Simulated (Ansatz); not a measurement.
# ClF2GeH: the cost of one run

Program: Ansatz 0.2.0. Level of theory: RHF/def2-SVP. These are calculated values, not measurements.

### Step 1. The system as given

Bond lengths: Ge1–Cl2 2.220 Å, Ge1–H3 1.550 Å, Ge1–F4 1.679 Å, Ge1–F5 1.679 Å. Angles: Cl2–Ge1–H3 109.5°, Cl2–Ge1–F4 109.5°, Cl2–Ge1–F5 109.5°, H3–Ge1–F4 109.5°, H3–Ge1–F5 109.5°, F4–Ge1–F5 109.5°.

Structure file:

```xyz
5

Ge    0.0000    0.0000    0.0000
Cl    0.0000    0.0000    2.2200
H     1.4616    0.0000   -0.5162
F    -0.7913    1.3709   -0.5594
F    -0.7913   -1.3709   -0.5594
```

### Step 2. Relaxing the start

Contents of input.yaml:

```yaml
crystal:
  periodic: [false, false, false]
  atoms:
    - { symbol: Ge, position_ang: [0.0, 0.0, 0.0] }
    - { symbol: Cl, position_ang: [0.0, 0.0, 2.22] }
    - { symbol: H, position_ang: [1.4616, 0.0, -0.5162] }
    - { symbol: F, position_ang: [-0.7913, 1.3709, -0.5594] }
    - { symbol: F, position_ang: [-0.7913, -1.3709, -0.5594] }
basis:
  gaussian: { orbitals: def2-SVP }
hamiltonian:
  xc: hf
relax:
  f_tol: 0.02
  max_steps: 40
output:
  orbitals: {}
```

On the command line:

```bash
$ ansatz run input.yaml --threads 1 --pin off --max-ram 2048MiB --backend cpu --events-out ev --progress --plain --runs-dir out
```

What time and memory should one allow on 1 thread of Arm Neoverse V1, shared host?

About 11 s, with a peak of 0.17 GiB.
